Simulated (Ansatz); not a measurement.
A nudged elastic band was laid between two geometries of a periodic cell of 63 atoms, C (host C, host structure diamond, one C atom removed), cell charge -2.

These are results of DFT PBEsol, scalar-relativistic, plane waves, PAW (Ansatz), not measurements. Settings: PAW set soft_1, cutoff 420 eV, k mesh 2x2x2, gaussian smearing 0.05 eV, no spin polarisation.

```yaml
movable_images: 5
climbing_image: yes
spring: 5.0 eV/Å²
optimiser: fire
start_path: IDPP
force_threshold: 0.03 eV/Å
iteration_limit: 58
end_points: relaxed
```

Image 0:

```xyz
63
Lattice="7.1400 0.0000 0.0000 0.0000 7.1400 0.0000 0.0000 0.0000 7.1400" Properties=species:S:1:pos:R:3
C 3.578 -0.003 0.000
C 4.473 0.896 0.891
C 5.361 1.784 0.002
C 6.249 2.672 0.891
C 5.345 -0.026 1.800
C 6.245 0.874 2.688
C 0.003 -0.003 0.003
C 0.895 0.889 0.897
C 1.791 1.784 0.002
C 2.686 2.679 0.897
C 3.578 3.571 0.003
C 4.470 4.465 0.898
C 5.361 5.354 0.002
C 6.251 6.243 0.898
C 1.789 -0.004 1.789
C 2.680 0.896 2.684
C 3.582 1.790 1.793
C 4.477 2.694 2.688
C 5.376 3.594 1.801
C 6.325 4.432 2.607
C 3.589 -0.026 3.556
C 4.477 0.874 4.455
C 5.361 1.784 3.572
C 6.244 2.694 4.455
C 5.377 -0.026 5.343
C 6.248 0.895 6.252
C 0.003 3.571 0.000
C 0.909 4.467 0.884
C 1.791 5.354 0.001
C 2.673 6.240 0.884
C 0.000 1.778 1.793
C 0.901 2.672 2.684
C 1.792 3.571 1.789
C 2.687 4.465 2.681
C 3.576 5.365 1.787
C 4.396 6.275 2.607
C -0.008 -0.026 3.587
C 0.901 0.895 4.459
C 1.791 1.784 3.571
C 2.680 2.672 4.459
C 3.589 3.594 3.587
C 4.396 4.432 4.536
C 6.325 6.275 4.536
C 1.792 -0.003 5.354
C 2.686 0.889 6.246
C 3.582 1.778 5.351
C 4.473 2.672 6.252
C 5.345 3.594 5.343
C 6.251 4.465 6.245
C 0.005 5.342 1.787
C 0.894 6.243 2.681
C -0.008 3.594 3.556
C 0.894 4.465 4.462
C 1.791 5.354 3.572
C 2.687 6.243 4.462
C 0.000 1.790 5.350
C 0.895 2.678 6.246
C 1.789 3.571 5.354
C 2.673 4.467 6.259
C 3.576 5.342 5.356
C 4.470 6.243 6.245
C 0.006 5.365 5.357
C 0.908 6.240 6.259
```

Image 6:

Only the atoms that move by more than 0.05 Å are listed.
```
C20 6.233 4.476 2.691
C25 5.295 0.060 5.415
C36 4.476 6.233 2.691
C37 0.060 0.060 3.510
C42 4.476 4.476 4.448
C43 5.295 5.295 3.510
C62 0.060 5.295 5.415
```

**Question.** Which bonds break or form, and what moves?

**Answer.** The atom that moves furthest is C43, by 1.75 Å; four of its nearest neighbours are C62 1.47, C37 1.50, C25 1.50, C63 2.44 Å at the first end and C20 1.49, C36 1.49, C42 1.49, C35 2.45 Å at the last.

**Question.** What energy profile does the band end with?

**Answer.** The forces met the threshold. The highest image is number 3 of 0 to 6, 1.90 eV above the first end and 1.88 eV above the last; the last end lies 0.01 eV above the first. By the program's own check the climbing image is of a kind that is not told: the force calls were inconclusive, a negative curvature could not be distinguished from the path's own, the only one lies far off the path, or fixed occupations may fill a level only in part (lowest curvatures found: -6.81 and 1.79 eV/Å²). Limits of this set-up: coarse k mesh, PAW files made for another functional, no spin, though dangling bonds at a vacancy may carry it, a typed lattice constant that wasn't relaxed here, charged cell in a uniform background, uncorrected.

| image | path coordinate (Å) | energy (eV) | C25–C43 (Å) | C37–C43 (Å) | C43–C62 (Å) |
| --- | --- | --- | --- | --- | --- |
| 0 | 0.00 | 0.00 | 1.50 | 1.50 | 1.47 |
| 1 | 0.37 | 0.49 | 1.56 | 1.51 | 1.61 |
| 2 | 0.72 | 1.51 | 1.69 | 1.61 | 1.85 |
| 3 | 1.08 | 1.90 | 1.93 | 1.71 | 2.13 |
| 4 | 1.43 | 1.52 | 2.22 | 2.03 | 2.31 |
| 5 | 1.78 | 0.52 | 2.47 | 2.37 | 2.55 |
| 6 | 2.13 | 0.01 | 2.69 | 2.69 | 2.69 |

**Question.** What is the geometry of the highest image?

**Answer.** 
```xyz
63
Lattice="7.1400 0.0000 0.0000 0.0000 7.1400 0.0000 0.0000 0.0000 7.1400" Properties=species:S:1:pos:R:3
C 3.565 -0.005 0.003
C 4.460 0.903 0.881
C 5.351 1.779 -0.004
C 6.257 2.683 0.900
C 5.355 0.040 1.763
C 6.252 0.914 2.638
C -0.007 -0.017 -0.025
C 0.892 0.885 0.879
C 1.783 1.777 -0.003
C 2.685 2.680 0.900
C 3.583 3.577 0.023
C 4.490 4.481 0.922
C 5.367 5.361 -0.006
C 6.252 6.247 0.883
C 1.796 -0.002 1.780
C 2.672 0.898 2.680
C 3.576 1.798 1.792
C 4.474 2.703 2.696
C 5.382 3.616 1.830
C 6.341 4.512 2.702
C 3.569 0.030 3.575
C 4.434 0.914 4.477
C 5.356 1.795 3.571
C 6.241 2.683 4.457
C 5.268 -0.021 5.309
C 6.226 0.849 6.203
C 0.001 3.553 0.003
C 0.913 4.454 0.885
C 1.803 5.343 0.017
C 2.707 6.248 0.919
C 0.008 1.796 1.775
C 0.903 2.674 2.683
C 1.805 3.574 1.796
C 2.707 4.472 2.702
C 3.640 5.371 1.852
C 4.558 6.349 2.755
C -0.091 -0.080 3.469
C 0.827 0.825 4.447
C 1.761 1.758 3.569
C 2.664 2.660 4.474
C 3.590 3.588 3.604
C 4.435 4.443 4.548
C 5.811 5.945 3.870
C 1.761 -0.025 5.345
C 2.663 0.881 6.244
C 3.555 1.792 5.363
C 4.467 2.674 6.265
C 5.342 3.572 5.367
C 6.265 4.451 6.245
C 0.035 5.341 1.764
C 0.901 6.243 2.647
C 0.020 3.578 3.570
C 0.907 4.445 4.486
C 1.790 5.355 3.577
C 2.679 6.241 4.462
C -0.022 1.756 5.338
C 0.885 2.655 6.241
C 1.792 3.548 5.360
C 2.676 4.458 6.270
C 3.562 5.332 5.372
C 4.449 6.248 6.239
C 0.031 5.270 5.371
C 0.877 6.214 6.229
```

Run time: 56 min on 4 threads of Arm Neoverse V2, with other jobs on the host, peak memory 3.9 GiB.
